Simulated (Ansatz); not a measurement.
# GaP: the cost of one run

Program: Ansatz 0.2.0. Level of theory: DFT r2SCAN, scalar-relativistic, plane waves, PAW. These are calculated values, not measurements.

## 1. The system as given

Symmetry: F-43m, No. 216, cubic system. Conventional cell: a = 5.451 Å, b = 5.451 Å, c = 5.451 Å, α = 90.00°, β = 90.00°, γ = 90.00°. Around Ga (site symmetry -43m) lie 4 P at 2.36 Å. Around P (site symmetry -43m) lie 4 Ga at 2.36 Å.

Structure file:

```
CELL_PARAMETERS angstrom
0.00000 2.72525 2.72525
2.72525 0.00000 2.72525
2.72525 2.72525 0.00000
ATOMIC_POSITIONS crystal
Ga 0.00000 0.00000 0.00000
P 0.75000 0.75000 0.75000
```

No relaxation comes first: the listed cell is the starting point.

## 2. Zero of the scan

input.yaml

```yaml
crystal:
  lattice:
    - [0.0, 2.72525, 2.72525]
    - [2.72525, 0.0, 2.72525]
    - [2.72525, 2.72525, 0.0]
  atoms:
    - { symbol: Ga, position: [0.0, 0.0, 0.0] }
    - { symbol: P, position: [0.75, 0.75, 0.75] }
basis:
  ecutwfc: 500
kpoints:
  mp_grid: { grid: [8, 8, 8] }
hamiltonian:
  xc: r2scan
scf:
  occupations: { method: gaussian, width: 0.05 }
output:
  forces: true
  stress: true
  eigenvalues: true
```

Q: Estimate wall time and peak memory on 1 thread of an Arm CPU, shared host.

About 3.5 s, with a peak of 0.41 GiB.
